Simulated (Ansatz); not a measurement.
# C₆H₂₀Ga₂N₂: basis-set convergence

How large a basis does C₆H₂₀Ga₂N₂ need? Two functionals are run in growing sets.

Computed with Ansatz 0.2.0, Gaussian basis. Level: one geometry, several basis sets.

The runs, in order: PBE0-D4/def2-SVP; ωB97M-V/def2-SVP; PBE0-D4/def2-QZVPP; ωB97M-V/def2-QZVPP; the functionals' def2-TZVPP values are taken from earlier runs.

### 1 Structure used throughout

The geometry comes from an earlier relaxation with PBE0-D4 in a triple-zeta def2 set; it is a stationary point, not always the lowest conformer.

SMILES `C[N+]1(C)[Ga@H-]([CH3])[N+](C)(C)[Ga@@H-]1[CH3]`, 30 atoms, charge 0, spin multiplicity 1.

Atoms are counted from 1 here; the program's logs count them from 0.

Bond lengths: C1–Ga2 1.975 Å, C1–H11 1.093 Å, C1–H12 1.093 Å, C1–H13 1.093 Å, Ga2–N3 2.031 Å, Ga2–N8 2.031 Å, Ga2–H14 1.577 Å, N3–C4 1.461 Å, N3–C5 1.458 Å, N3–Ga6 2.031 Å, C4–H15 1.097 Å, C4–H16 1.097 Å, C4–H17 1.091 Å, C5–H18 1.097 Å, C5–H19 1.097 Å, C5–H20 1.090 Å, Ga6–C7 1.975 Å, Ga6–N8 2.031 Å and more. Angles: Ga2–C1–H11 110.7°, Ga2–C1–H12 112.4°, Ga2–C1–H13 110.7°, H11–C1–H12 107.8°, H11–C1–H13 107.4°, H12–C1–H13 107.8°, C1–Ga2–N3 110.3°, C1–Ga2–N8 110.3°, C1–Ga2–H14 124.7°, N3–Ga2–N8 87.8°, N3–Ga2–H14 108.8°, N8–Ga2–H14 108.8°, Ga2–N3–C4 112.8°, Ga2–N3–C5 114.8°, Ga2–N3–Ga6 90.9°, C4–N3–C5 109.7°, C4–N3–Ga6 112.8°, C5–N3–Ga6 114.8° and more.

Coordinates:

```
C    -2.3258   -0.6989    1.0955
Ga   -0.3559   -0.8326    1.1579
N     0.4813    1.0091    0.9768
C     1.7141    1.1498    1.7472
C    -0.4147    2.1201    1.2762
Ga    0.8191    0.6973   -1.0018
C    -0.5972    1.5523   -2.0812
N     0.3801   -1.2607   -0.6864
C    -0.5906   -1.8273   -1.6157
C     1.5690   -2.1078   -0.6397
H    -2.7765   -1.6880    0.9827
H    -2.6748   -0.0771    0.2675
H    -2.7129   -0.2681    2.0221
H     0.4549   -1.6556    2.2314
H     2.2306    2.0853    1.5001
H     1.5097    1.1475    2.8248
H     2.3961    0.3254    1.5348
H     0.0480    3.0823    1.0231
H    -0.6700    2.1475    2.3430
H    -1.3412    2.0309    0.7090
H     2.3655    0.8321   -1.2803
H    -0.4824    2.6390   -2.0772
H    -0.5419    1.2226   -3.1216
H    -1.5992    1.3216   -1.7111
H    -0.1739   -1.9018   -2.6280
H    -0.8921   -2.8364   -1.3080
H    -1.4854   -1.2067   -1.6632
H     2.3061   -1.6975    0.0519
H     1.3197   -3.1213   -0.3026
H     2.0402   -2.1831   -1.6272
```

### 2 PBE0-D4 in def2-SVP

in.yaml reads:

```yaml
crystal:
  periodic: [false, false, false]
  atoms:
    - {symbol: C, position_ang: [-2.325755, -0.698929, 1.095522]}
    - {symbol: Ga, position_ang: [-0.355876, -0.832640, 1.157864]}
    - {symbol: N, position_ang: [0.481305, 1.009087, 0.976796]}
    - {symbol: C, position_ang: [1.714107, 1.149816, 1.747214]}
    - {symbol: C, position_ang: [-0.414691, 2.120108, 1.276211]}
    - {symbol: Ga, position_ang: [0.819094, 0.697255, -1.001751]}
    - {symbol: C, position_ang: [-0.597168, 1.552290, -2.081245]}
    - {symbol: N, position_ang: [0.380082, -1.260664, -0.686363]}
    - {symbol: C, position_ang: [-0.590575, -1.827253, -1.615664]}
    - {symbol: C, position_ang: [1.568966, -2.107769, -0.639653]}
    - {symbol: H, position_ang: [-2.776512, -1.688000, 0.982731]}
    - {symbol: H, position_ang: [-2.674771, -0.077085, 0.267460]}
    - {symbol: H, position_ang: [-2.712935, -0.268050, 2.022142]}
    - {symbol: H, position_ang: [0.454900, -1.655593, 2.231384]}
    - {symbol: H, position_ang: [2.230600, 2.085314, 1.500066]}
    - {symbol: H, position_ang: [1.509746, 1.147506, 2.824821]}
    - {symbol: H, position_ang: [2.396143, 0.325449, 1.534771]}
    - {symbol: H, position_ang: [0.048044, 3.082272, 1.023111]}
    - {symbol: H, position_ang: [-0.670028, 2.147491, 2.342981]}
    - {symbol: H, position_ang: [-1.341164, 2.030889, 0.708956]}
    - {symbol: H, position_ang: [2.365470, 0.832054, -1.280323]}
    - {symbol: H, position_ang: [-0.482418, 2.639047, -2.077173]}
    - {symbol: H, position_ang: [-0.541910, 1.222638, -3.121641]}
    - {symbol: H, position_ang: [-1.599165, 1.321599, -1.711142]}
    - {symbol: H, position_ang: [-0.173945, -1.901822, -2.627990]}
    - {symbol: H, position_ang: [-0.892125, -2.836401, -1.308041]}
    - {symbol: H, position_ang: [-1.485436, -1.206731, -1.663187]}
    - {symbol: H, position_ang: [2.306098, -1.697545, 0.051890]}
    - {symbol: H, position_ang: [1.319687, -3.121289, -0.302556]}
    - {symbol: H, position_ang: [2.040243, -2.183052, -1.627190]}
basis:
  gaussian: {orbitals: def2-SVP}
hamiltonian: {xc: pbe0, dispersion: d4}
output: {orbitals: {seedname: orbitals}}
```

Run with:

```sh
> ansatz run in.yaml --threads 11 --pin off --events-out ev --progress --plain --max-ram 110592MiB --backend cpu
```

After this run come: ωB97M-V in def2-SVP; PBE0-D4 in def2-QZVPP; ωB97M-V in def2-QZVPP.

Before running them: what should the planned runs give, taken together? Wanted: PBE0-D4: double and triple zeta above quadruple; ωB97M-V: double and triple zeta above quadruple.

The runs gave:

| quantity | value |
| --- | --- |
| PBE0-D4: double and triple zeta above quadruple | 26.70, 2.90 eV |
| ωB97M-V: double and triple zeta above quadruple | 27.18, 2.82 eV |

In words: For PBE0-D4 the step from double to triple zeta gains 23.79 eV and the next only 2.90 eV. Total energies overstate the basis error of differences, where much of it tends to cancel. The LUMO of ωB97M-V is positive and keeps falling with the basis (2.29 to 1.33 eV): an unbound level that the basis holds in place.
